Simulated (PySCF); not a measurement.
**PSe (quartet) with other numerical set-ups**

The method stays; parts of the set-up, such as the basis or the Hamiltonian, are changed.

Program: PySCF 2.14.0. Level of theory: each script names its method and basis. These are calculated values, not measurements.

5 further runs of the same task are left out: 5 that didn't finish.

**1. Where the work starts**

PSe (quartet): 2 atoms, charge 0, spin multiplicity 4.

Bond lengths: P1–Se2 1.962 Å.

**2. Base script**

Input file input.py:

```python
from pyscf import gto, dft

mol = gto.M(
    atom='P 0 0 0; Se 0 0 1.962',
    basis='6-31g*',
    charge=0,
    spin=3,
    symmetry=True,
    verbose=4,
)
mf = dft.UKS(mol, xc='b3lyp')
mf.kernel()
mf.analyze()
print('orbital energies (hartree):', [e[max(0, n-3):n+3].round(4) for e, n in zip(mf.mo_energy, mol.nelec)])
```

The run is started by

```console
$ python input.py
```

The log of this run is left out.

Base result: E(SCF) = -2742.494176 Eh, 12 cycles, ⟨S²⟩ = 3.756, μ = 0.52 D.

The bond length is a typed value, not an optimised one. The quartet is typed in the script; nothing here shows that it is the ground state.

**3. Density fitting weigend**

Edit 1 changes density fitting: none → weigend.

Input file input.py:

```python
from pyscf import gto, dft

mol = gto.M(
    atom='P 0 0 0; Se 0 0 1.962',
    basis='6-31g*',
    charge=0,
    spin=3,
    symmetry=True,
    verbose=4,
)
mf = dft.UKS(mol, xc='b3lyp')
mf = mf.density_fit(auxbasis='weigend')
mf.kernel()
mf.analyze()
print('orbital energies (hartree):', [e[max(0, n-3):n+3].round(4) for e, n in zip(mf.mo_energy, mol.nelec)])
```

The run is started by

```console
$ python input.py
```

**4. Integration grid (99, 590)**

Edit 2 changes integration grid: default → (99, 590).

input.py: that of step 2 with these lines changed.

```diff
@@ -11,2 +11,3 @@
 mf = dft.UKS(mol, xc='b3lyp')
+mf.grids.atom_grid = (99, 590)
 mf.kernel()
```

**5. Cartesian functions on**

Edit 3 changes Cartesian functions: off → on.

input.py: that of step 2 with these lines changed.

```diff
@@ -8,2 +8,3 @@
     symmetry=True,
+    cart=True,
     verbose=4,
```

**6. Pcseg-1**

Edit 4 changes basis set: 6-31g* → pcseg-1.

input.py: that of step 2 with these lines changed.

```diff
@@ -4,3 +4,3 @@
     atom='P 0 0 0; Se 0 0 1.962',
-    basis='6-31g*',
+    basis='pcseg-1',
     charge=0,
```

**7. X2c-svpall (X2C on)**

Edit 5 changes basis set: 6-31g* → x2c-svpall; spin-free X2C: off → on.

input.py: that of step 2 with these lines changed.

```diff
@@ -4,3 +4,3 @@
     atom='P 0 0 0; Se 0 0 1.962',
-    basis='6-31g*',
+    basis='x2c-svpall',
     charge=0,
@@ -11,2 +11,3 @@
 mf = dft.UKS(mol, xc='b3lyp')
+mf = mf.sfx2c1e()
 mf.kernel()
```

**8. Integration grid 4**

Edit 6 changes integration grid: default → 4.

input.py: that of step 2 with these lines changed.

```diff
@@ -11,2 +11,3 @@
 mf = dft.UKS(mol, xc='b3lyp')
+mf.grids.level = 4
 mf.kernel()
```

Q: Predict the outcome of this session. Wanted: for each run, E(SCF); from base; gap, α spin; SCF dipole.

The runs gave:

```
                       run  E(SCF) (hartree)  from base (eV)  cycles  gap, α spin (eV)  SCF dipole (D)  functions
                      base      -2742.494176               0      12              5.78            0.52         50
   density fitting weigend      -2737.357322       +139.7809      11              5.79            0.54         50
integration grid (99, 590)      -2742.494176          0.0000      12              5.78            0.52         50
    Cartesian functions on      -2742.519845         -0.6985       9              5.86            0.98         54
                   pcseg-1      -2742.530919         -0.9998      10              5.90            0.39         45
       x2c-svpall (X2C on)      -2771.433860  not comparable      12              6.16            0.42         50
        integration grid 4      -2742.494176          0.0000      12              5.78            0.52         50
```

**Reading.** The SCF energy stays the same, to the digits that matter, with integration grid (99, 590) or integration grid 4. The largest comparable shift of the SCF energy, +139.781 eV, comes with the run “density fitting weigend”. pcseg-1 (45 functions) gives an energy 1.00 eV lower than 6-31g* (50); size alone doesn't order basis sets of different families. With integration grid (99, 590), integration grid 4 the path hardly changes: 12 cycles against 12.
